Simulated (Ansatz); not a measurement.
SrMg6Ni under changes of volume

One of the cells (24.970 Å³/atom); the others are scaled copies at fixed shape and fractional positions:

```
Sr Ni Mg
1.0
     4.48525    0.00000    0.00000
     0.00000    3.12818    7.11880
     0.00000   -3.12818    7.11880
Sr Ni Mg
1 1 6
Cartesian
  2.2426 0.0000 10.2261
  0.0000 0.0000 12.7540
  2.2426 0.0000 1.9015
  2.2426 -1.6083 6.0123
  2.2426 1.6083 6.0123
  0.0000 0.0000 4.3452
  0.0000 -1.5414 7.8495
  0.0000 1.5414 7.8495
```

The cell comes from a database or a generator and needn't be the stable form of this composition.

| Property | Result |
| --- | --- |
| Program | Ansatz 0.2.0 |
| Functional | PBE |
| Potentials or basis | Ansatz PAW |
| Cutoff | 420 eV (not typed: the program's choice for these potentials) |
| k mesh | 6 × 5 × 5 |
| Occupations | fermi-dirac, width 0.05 eV |
| Spin | collinear spin, ferromagnetic start |
| Starting moments | [0.0, 1.0, 0.0, 0.0, 0.0, 0.0, 0.0, 0.0] μB |

| volume (Å³/atom) | energy over the lowest point (meV/atom) | pressure (GPa) | largest force (eV/Å) |
| --- | --- | --- | --- |
| 23.472 | ? | ? | ? |
| 23.972 | 3.80 | 1.4 | 0.099 |
| 24.471 | 0.74 | 0.6 | 0.070 |
| 24.970 | 0.00 | -0.1 | 0.053 |
| 25.470 | 1.36 | -0.7 | 0.080 |
| 25.969 | 4.61 | -1.3 | 0.110 |
| 26.469 | 9.58 | -1.8 | 0.147 |

**Question.** What does the run at 23.472 Å³/atom give?

**Answer.** Energy over the lowest point 9.42 meV/atom; pressure 2.2 GPa; largest force 0.135 eV/Å.

Worked out: A Birch-Murnaghan fit of order 3 (a polynomial in V^(-2/3)) to the other rows has its minimum at 24.89 Å³/atom with B0 = V·E''(V) = 34 GPa and B' = 4.1 at fixed shape and positions, which overstates the stiffness. It gives 9.45 meV/atom at 23.472 Å³/atom, against the run's 9.42, and -dE/dV = 2.3 GPa, against 2.2.

Energies are extrapolated to zero smearing.

Caveats: the starting moments weren't kept.
